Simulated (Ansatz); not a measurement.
Geometry optimisation, DFT PBE-D3(BJ), scalar-relativistic, plane waves, PAW in Ansatz.

Input:

```yaml
crystal:
  lattice:
    - [6.00574, 0.0, 0.0]
    - [3.00287, 5.201123, 0.0]
    - [0.0, 0.0, 19.129582]
  atoms:
    - { symbol: Cu, position: [0.1666667, 0.1666667, 0.0843175] }
    - { symbol: Cu, position: [0.6666667, 0.1666667, 0.0843175] }
    - { symbol: Cu, position: [0.1666667, 0.6666667, 0.0843175] }
    - { symbol: Cu, position: [0.6666667, 0.6666667, 0.0843175] }
    - { symbol: O, position: [0.3333333, 0.3333333, 0.1163599] }
    - { symbol: O, position: [0.0, 0.0, 0.0522751] }
    - { symbol: Cu, position: [0.8333333, 0.8333333, 0.2124872] }
    - { symbol: Cu, position: [0.3333333, 0.8333333, 0.2124872] }
    - { symbol: Cu, position: [0.8333333, 0.3333333, 0.2124872] }
    - { symbol: Cu, position: [0.3333333, 0.3333333, 0.2124872] }
    - { symbol: O, position: [1.0, 0.0, 0.2445296] }
    - { symbol: O, position: [0.6666667, 0.6666667, 0.1804448] }
    - { symbol: Cu, position: [0.5, 0.5, 0.3406569] }
    - { symbol: Cu, position: [1.0, 0.5, 0.3406569] }
    - { symbol: Cu, position: [0.5, 0.0, 0.3406569] }
    - { symbol: Cu, position: [1.0, 1.0, 0.3406569] }
    - { symbol: O, position: [0.6666667, 0.6666667, 0.3726993] }
    - { symbol: O, position: [0.3333333, 0.3333333, 0.3086145] }
    - { symbol: Cl, position: [0.454833, 0.2716835, 0.499205] }
    - { symbol: H, position: [0.3481086, 0.5021925, 0.5227287] }
basis:
  ecutwfc: 420.0
kpoints:
  mp_grid: { grid: [2, 2, 1] }
hamiltonian:
  xc: pbe
  dispersion: d3bj
  pseudopotentials: { kind: paw, azcp: { folder: soft_1 } }
scf:
  occupations: { method: gaussian, width: 0.02 }
  lower_state_search: "off"
relax:
  f_tol: 0.03
  max_steps: 60
  adjacent_minimum: "off"
  constraints: [{ sites: [0, 1, 2, 3, 4, 5] }]
```

Run as:

```bash
$ ansatz run input.yaml --threads 4 --pin off --max-ram 10240MiB --backend cpu --events-out ev --progress --plain --runs-dir out
```

Question: Where does it end, and by what steps?

Answer: It converged. The force dipped under the threshold on the way, but the program's further checks kept it going. Limits of this set-up: coarse k mesh, thin slab, slab without dipole correction. After 31 steps the energy has fallen by 2.100 eV; H20 moved furthest, 3.07 Å. Parted: Cl19–H20 (1.28 → 3.47 Å). Joined: Cu16–Cl19 (4.15 → 2.09 Å), O17–H20 (3.84 → 0.97 Å).

```json
{"step": "0", "energy less start (eV)": "0.0000", "largest force component (eV/Å)": "0.726", "accepted": "yes"}
{"step": "2", "energy less start (eV)": "-0.1245", "largest force component (eV/Å)": "0.594", "accepted": "yes"}
{"step": "4", "energy less start (eV)": "-0.1618", "largest force component (eV/Å)": "0.221", "accepted": "yes"}
{"step": "6", "energy less start (eV)": "-0.2038", "largest force component (eV/Å)": "0.066", "accepted": "yes"}
{"step": "8", "energy less start (eV)": "-0.2637", "largest force component (eV/Å)": "0.088", "accepted": "yes"}
{"step": "10", "energy less start (eV)": "-0.3685", "largest force component (eV/Å)": "0.144", "accepted": "yes"}
{"step": "12", "energy less start (eV)": "-0.5369", "largest force component (eV/Å)": "0.221", "accepted": "yes"}
{"step": "14", "energy less start (eV)": "-0.7946", "largest force component (eV/Å)": "0.427", "accepted": "yes"}
{"step": "16", "energy less start (eV)": "-1.0561", "largest force component (eV/Å)": "0.564", "accepted": "yes"}
{"step": "18", "energy less start (eV)": "-1.3981", "largest force component (eV/Å)": "1.470", "accepted": "yes"}
{"step": "20", "energy less start (eV)": "-1.8556", "largest force component (eV/Å)": "0.471", "accepted": "yes"}
{"step": "22", "energy less start (eV)": "-2.0181", "largest force component (eV/Å)": "0.386", "accepted": "yes"}
{"step": "24", "energy less start (eV)": "-2.0927", "largest force component (eV/Å)": "0.076", "accepted": "yes"}
{"step": "26", "energy less start (eV)": "-2.0989", "largest force component (eV/Å)": "0.136", "accepted": "yes"}
{"step": "28", "energy less start (eV)": "-2.0997", "largest force component (eV/Å)": "0.007", "accepted": "yes"}
{"step": "30", "energy less start (eV)": "-2.1002", "largest force component (eV/Å)": "0.035", "accepted": "yes"}
{"step": "31", "energy less start (eV)": "-2.1002", "largest force component (eV/Å)": "0.014", "accepted": "yes"}
```

```xyz
20
Lattice="6.0057 0.0000 0.0000 3.0029 5.2011 0.0000 0.0000 0.0000 19.1296" Properties=species:S:1:pos:R:3
Cu 1.501 0.867 1.613
Cu 4.504 0.867 1.613
Cu 3.003 3.467 1.613
Cu 6.006 3.467 1.613
O 3.003 1.734 2.226
O 0.000 0.000 1.000
Cu 7.490 4.322 4.205
Cu 4.524 4.321 4.204
Cu 6.006 1.756 4.204
Cu 3.008 1.734 4.085
O 6.008 0.000 4.778
O 6.008 3.468 3.509
Cu 4.539 2.614 6.491
Cu 7.488 2.618 6.490
Cu 3.013 -0.032 6.492
Cu 9.004 5.196 6.641
O 6.013 3.466 7.326
O 3.010 1.732 5.939
Cl 5.998 -0.014 8.733
H 6.015 3.467 8.300
```

Whether the end is a true minimum wasn't checked by a vibrational analysis.

Run time: 4 min on 4 threads of Arm Neoverse V1, on a shared host, peak memory 1.9 GiB.
